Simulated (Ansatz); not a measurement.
# In (bcc type): the cost of one run

Computed with Ansatz 0.2.0 (DFT, LDA, all-electron LAPW, scalar-relativistic, unless a step's input says otherwise).

This is In in the bcc structure; at room conditions it is tetragonal.

### 1 The structure to begin with

It takes space group Im-3m (No. 229, cubic). The conventional cell has a = 3.667 Å, b = 3.667 Å, c = 3.667 Å, α = 90.00°, β = 90.00°, γ = 90.00°. In (site symmetry m-3m) has 8 In at 3.18 Å in its first shell of neighbours.

Coordinates:

```cif
data_structure
_symmetry_space_group_name_H-M 'P 1'
_symmetry_Int_Tables_number 1
_cell_length_a 3.1758
_cell_length_b 3.1758
_cell_length_c 3.1758
_cell_angle_alpha 109.471
_cell_angle_beta 109.471
_cell_angle_gamma 109.471
_cell_volume 24.66
loop_
_atom_site_label
_atom_site_type_symbol
_atom_site_fract_x
_atom_site_fract_y
_atom_site_fract_z
_atom_site_occupancy
In1 In 0.00000 0.00000 0.00000 1
```

### 2 Bcc relaxed under pressure, LAPW

input.yaml

```yaml
crystal:
  lattice:
    - [-1.833520267, 1.833520267, 1.833520267]
    - [1.833520267, -1.833520267, 1.833520267]
    - [1.833520267, 1.833520267, -1.833520267]
  atoms:
    - { symbol: In, position: [0.0, 0.0, 0.0] }
kpoints:
  mp_grid: { grid: [15, 15, 15] }
scf:
  occupations: { method: fermi_dirac, width: 0.1 }
hamiltonian:
  xc: lda
  pseudopotentials: { kind: all_electron, lapw: { basis_error: 0.0005 } }
output:
  forces: true
  stress: true
  eigenvalues: true
relax:
  f_tol: 0.005
  max_steps: 12
  cell: { p_target: 0.33, stress_tol: 0.03 }
```

Started as:

```
$ ansatz run input.yaml --threads 1 --pin off --max-ram 3584MiB --backend cpu --events-out ev --progress --plain --runs-dir out
```

Q: Estimate wall time and peak memory on 1 thread of Intel Xeon 6975P-C (Granite Rapids), shared host.

About 8 s, with a peak of 0.37 GiB.
